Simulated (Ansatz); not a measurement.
**C3H4BrNO: one species, many methods**

Aim: compute C3H4BrNO with functionals from several rungs and with coupled cluster, and see how far each lands from CCSD(T) at the basis-set limit for the atomisation energy.

Computed with Ansatz 0.2.0, Gaussian basis. Level: functionals in def2-TZVPP, the program's frozen cores in correlated methods.

Plan: LDA (SPW92), PBE-D4, revPBE-D4, BLYP-D4, r2SCAN-D4, B97M-V, PBE0-D4, B3LYP-D4, r2SCANh-D4, r2SCAN0-D4, HSE06-D4, BHLYP-D4, CAM-B3LYP-D4, LC-ωPBE, ωB97X-V, ωB97M-V, B2PLYP, PBE-QIDH; CCSD(T)/def2-SVP; CCSD(T)/def2-TZVPP; MP2/def2-QZVPP; extrapolation to the limit; RPA on PBE.

**1. The geometry**

The geometry comes from an earlier relaxation with PBE0-D4 in a triple-zeta def2 set; it is a stationary point, not always the lowest conformer.

SMILES `CC(=O)C(=N)Br`, 10 atoms, charge 0, spin multiplicity 1.

Atoms are counted from 1 here; the program's logs count them from 0.

Bond lengths: C1–C2 1.497 Å, C1–H7 1.088 Å, C1–H8 1.092 Å, C1–H9 1.092 Å, C2–O3 1.199 Å, C2–C4 1.525 Å, C4–N5 1.249 Å, C4–Br6 1.912 Å, N5–H10 1.017 Å. Angles: C2–C1–H7 109.0°, C2–C1–H8 110.1°, C2–C1–H9 110.1°, H7–C1–H8 110.7°, H7–C1–H9 110.7°, H8–C1–H9 106.3°, C1–C2–O3 124.2°, C1–C2–C4 115.2°, O3–C2–C4 120.6°, C2–C4–N5 120.7°, C2–C4–Br6 114.2°, N5–C4–Br6 125.1°, C4–N5–H10 113.9°.

**2. LDA**

This LDA is Slater exchange with PW92 correlation.

Contents of in.yaml:

```yaml
crystal:
  periodic: [false, false, false]
  atoms:
    - {symbol: C, position_ang: [0.693455, -0.845199, 0.933624]}
    - {symbol: C, position_ang: [-0.219980, -0.727947, -0.246035]}
    - {symbol: O, position_ang: [-0.710045, -1.662383, -0.814505]}
    - {symbol: C, position_ang: [-0.506719, 0.697880, -0.705831]}
    - {symbol: N, position_ang: [0.002966, 1.673117, -0.115507]}
    - {symbol: Br, position_ang: [-1.676943, 0.815299, -2.213630]}
    - {symbol: H, position_ang: [0.828065, -1.897547, 1.173829]}
    - {symbol: H, position_ang: [0.275979, -0.305347, 1.785931]}
    - {symbol: H, position_ang: [1.653330, -0.374071, 0.712773]}
    - {symbol: H, position_ang: [-0.257107, 2.574998, -0.507749]}
basis:
  gaussian: {orbitals: def2-TZVPP}
hamiltonian: {xc: lda}
output: {orbitals: {seedname: orbitals}}
```

Command:

```
$ ansatz run in.yaml --threads 4 --pin off --events-out ev --progress --plain --max-ram 10444MiB
```

Further steps of the session: PBE-D4 (GGA); revPBE-D4 (GGA); BLYP-D4 (GGA); r2SCAN-D4 (meta-GGA); B97M-V (meta-GGA); PBE0-D4 (hybrid); B3LYP-D4 (hybrid); r2SCANh-D4 (hybrid); r2SCAN0-D4 (hybrid); HSE06-D4 (hybrid); BHLYP-D4 (hybrid); CAM-B3LYP-D4 (range-separated); LC-ωPBE (range-separated); ωB97X-V (range-separated); ωB97M-V (range-separated); B2PLYP (double hybrid); PBE-QIDH (double hybrid); CCSD(T) in def2-SVP; CCSD(T) in def2-TZVPP; MP2 in def2-QZVPP; RPA on PBE orbitals.

Before running them: what should the planned runs give, taken together? Wanted: atomisation energy, CCSD(T)/CBS; farthest beyond LDA; mean size of error, GGA; mean size of error, meta-GGA; mean size of error, hybrid; mean size of error, range-separated; mean size of error, double hybrid; gap, smallest and largest; T1 diagnostic.

The runs gave:

```
                               quantity                                                                                               value
        atomisation energy, CCSD(T)/CBS                                                                                       4072.6 kJ/mol
 functionals within 40.7 kJ/mol (1.0 %)  r2SCAN-D4, B97M-V, B3LYP-D4, r2SCANh-D4, CAM-B3LYP-D4, LC-ωPBE, ωB97X-V, ωB97M-V, B2PLYP, PBE-QIDH
                    farthest beyond LDA                                                                              PBE-D4 (+198.8 kJ/mol)
                mean size of error, GGA                                                                                        110.1 kJ/mol
           mean size of error, meta-GGA                                                                                         24.4 kJ/mol
             mean size of error, hybrid                                                                                         67.3 kJ/mol
    mean size of error, range-separated                                                                                         11.9 kJ/mol
      mean size of error, double hybrid                                                                                         23.4 kJ/mol
              gap, smallest and largest                                                           2.76 eV (LDA (SPW92)), 10.48 eV (LC-ωPBE)
                          T1 diagnostic                                                                                              0.0127
triples share of the correlation energy                                                                                               4.3 %
```

In words: The LDA atomisation energy is off by 752.4 kJ/mol (18 %): it overbinds. PBE-D4 misses by +198.8 kJ/mol. Double hybrids carry the basis error of their MP2 part in triple zeta, and no dispersion term here, so their miss is partly the set-up's. The rungs range-separated, double hybrid, meta-GGA miss on average by less than the doubt on the reference (40.7 kJ/mol), so they tie; GGA functionals have the largest mean beyond LDA (110.1 kJ/mol). Misses under about 40.7 kJ/mol are within the doubt on the reference itself, which lacks core-valence correlation, relativity and higher excitations, and its outer-core shells are covered unevenly. All levels share the lack of spin-orbit coupling, which lowers the free heavy atoms and so the true binding. Hartree-Fock recovers 67 % of the binding; the rest is correlation. CCSD(T) in def2-SVP is off by -209.5 kJ/mol, which most functionals beat. Orbital gaps span 2.8 to 10.5 eV; exact exchange widens them. The restricted reference is unstable towards a spin-broken one. Correlated methods include outer-core shells of Br, which these sets cover unevenly.
